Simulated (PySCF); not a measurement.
# C⁺: changing the method

Starting from one script, swap the method and compare what comes out for C⁺.

Program: PySCF 2.14.0. Level of theory: each script names its method and basis. These are calculated values, not measurements.

4 further runs of the same task are left out: 4 that didn't finish.

## 1. The atom

C⁺: 1 atom, charge 1, spin multiplicity 2.

## 2. Base script

input.py

```python
from pyscf import gto, dft

mol = gto.M(
    atom='C 0 0 0',
    basis='cc-pvtz-dk',
    charge=1,
    spin=1,
    verbose=3,
)
mf = dft.UKS(mol, xc='bhandhlyp')
mf = mf.sfx2c1e()
mf.kernel()
mf.stability(internal=True, external=True)
mf.dip_moment()
print('orbital energies (hartree):', [e[max(0, n-3):n+3].round(4) for e, n in zip(mf.mo_energy, mol.nelec)])
```

Started as:

```
python input.py
```

## 3. M06l

Variant 1 changes functional: bhandhlyp → m06l.

input.py, as its differences from that of step 2:

```diff
@@ -9,3 +9,3 @@
 )
-mf = dft.UKS(mol, xc='bhandhlyp')
+mf = dft.UKS(mol, xc='m06l')
 mf = mf.sfx2c1e()
```

## 4. R2scan

Variant 2 changes functional: bhandhlyp → r2scan.

input.py, as its differences from that of step 2:

```diff
@@ -9,3 +9,3 @@
 )
-mf = dft.UKS(mol, xc='bhandhlyp')
+mf = dft.UKS(mol, xc='r2scan')
 mf = mf.sfx2c1e()
```

## 5. M062x

Variant 3 changes functional: bhandhlyp → m062x.

input.py, as its differences from that of step 2:

```diff
@@ -9,3 +9,3 @@
 )
-mf = dft.UKS(mol, xc='bhandhlyp')
+mf = dft.UKS(mol, xc='m062x')
 mf = mf.sfx2c1e()
```

## 6. Pbe

Variant 4 changes functional: bhandhlyp → pbe.

input.py, as its differences from that of step 2:

```diff
@@ -9,3 +9,3 @@
 )
-mf = dft.UKS(mol, xc='bhandhlyp')
+mf = dft.UKS(mol, xc='pbe')
 mf = mf.sfx2c1e()
```

## 7. Hcth407

Variant 5 changes functional: bhandhlyp → hcth407.

input.py, as its differences from that of step 2:

```diff
@@ -9,3 +9,3 @@
 )
-mf = dft.UKS(mol, xc='bhandhlyp')
+mf = dft.UKS(mol, xc='hcth407')
 mf = mf.sfx2c1e()
```

**Question.** What will these runs give? Wanted: for each run, E(SCF); from base; gap, α spin; after the SCF.

As calculated:

```
    run  E(SCF) (hartree)  from base (eV)  gap, α spin (eV)                                  after the SCF
   base        -37.445314               0              7.98                   unstable: UHF/UKS -> GHF/GKS
   m06l        -37.442991  not comparable              2.41         unstable: internal, UHF/UKS -> GHF/GKS
 r2scan        -37.418545  not comparable              2.02         unstable: internal, UHF/UKS -> GHF/GKS
  m062x        -37.442567  not comparable              7.33  unstable: real -> complex, UHF/UKS -> GHF/GKS
    pbe        -37.386961  not comparable              0.80                   unstable: UHF/UKS -> GHF/GKS
hcth407        -37.426184  not comparable              0.97         unstable: internal, UHF/UKS -> GHF/GKS
```

What this shows: The α-spin gap between the frontier levels is 0.8 eV with pbe (0 % exact exchange) and 7.3 eV with m062x (54 %): exact exchange opens it. Total energies of different functionals can't be compared with each other; differences within one functional can.
